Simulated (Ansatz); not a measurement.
Predict the output of the script below (the Python package of Ansatz (0.2.0)).

Script `scau2.py`:
```python
import ansatz as az
import numpy as np

vectors0 = np.array([
    [-1.77209, 1.77209, 4.38851],
    [1.77209, -1.77209, 4.38851],
    [1.77209, 1.77209, -4.38851],
])
sites = [
    ("Sc", (0.0, 0.0, 0.0)),
    ("Au", (0.66311, 0.66311, 0.0)),
    ("Au", (0.33689, 0.33689, 0.0)),
]


def crystal_on(cell):
    crystal = az.Crystal(lattice=az.Lattice.of(cell))
    for symbol, position in sites:
        crystal = crystal.atom(symbol, position)
    return crystal


def main() -> None:
    def solve(crystal):
        return (
            crystal.calculation()
            .functional("lda")
            .occupations(az.OccupationsMethod.GAUSSIAN, width=150 * az.meV)
            .basis(460, grid_basis="typed")
            .kpoints(11, 11, 11)
            .density()
            .run(threads=1)
        )


    whole = solve(crystal_on(vectors0))
    difference = whole.density().channels[0].density_e_per_ang3.copy()
    binding = whole.report["free_energy_ev"]
    for element in ["Sc", "Au"]:
        part = az.Crystal(lattice=az.Lattice.of(vectors0))
        for symbol, position in sites:
            if symbol == element:
                part = part.atom(symbol, position)
        alone = solve(part)
        difference -= alone.density().channels[0].density_e_per_ang3
        binding -= alone.report["free_energy_ev"]
        print(f"{element} sublattice: {alone.report['n_electrons']:g} electrons, {alone.report['n_iterations']} iterations")

    voxel = abs(np.linalg.det(vectors0)) / difference.size
    print(f"energy of the crystal less its unpolarised sublattices: {binding / len(sites):.4f} eV/atom")
    print(f"net charge of the difference {difference.sum() * voxel:.5f} e, charge rearranged {0.5 * np.abs(difference).sum() * voxel:.3f} e")
    print(f"extremes {difference.min():.4f} and {difference.max():.4f} e/A^3")
    for (symbol, position) in sites:
        index = tuple(int(round(p * n)) % n for p, n in zip(position, difference.shape))
        print(f"  change of the pseudo-density at the grid point nearest {symbol}: {difference[index]:+.4f} e/A^3")
    profile = difference.mean(axis=(0, 1))
    print("planar mean along the third vector:", np.round(profile[:: max(len(profile) // 12, 1)], 4))


if __name__ == "__main__":
    main()
```

```console
$ python scau2.py
Sc sublattice: 11 electrons, 7 iterations
Au sublattice: 38 electrons, 6 iterations
energy of the crystal less its unpolarised sublattices: -2.2628 eV/atom
net charge of the difference -0.00000 e, charge rearranged 0.650 e
extremes -0.1273 and 0.1038 e/A^3
  change of the pseudo-density at the grid point nearest Sc: -0.0822 e/A^3
  change of the pseudo-density at the grid point nearest Au: +0.0540 e/A^3
  change of the pseudo-density at the grid point nearest Au: +0.0540 e/A^3
planar mean along the third vector: [ 0.0024 -0.0014 -0.0062 -0.0038  0.0019  0.0052  0.0062  0.0052  0.0019
 -0.0038 -0.0062 -0.0014]
```

What to keep in mind:
- The settings weren't tested for convergence.
- Spin-orbit coupling, which matters for elements this heavy, is left out.
- The fields are valence quantities on the plane-wave grid; their values near the nuclei depend on the potentials.
- This cell is a computed structure, which may not be the phase found in nature.
- Charge moved counts every rearrangement, bonding and polarisation too, and is no transfer between atoms; the bare sublattices are artificial references. Values near the nuclei depend on the potentials.
- Run time: 19 s on 1 thread of Arm Neoverse V2, on a shared host, peak memory 0.5 GiB.
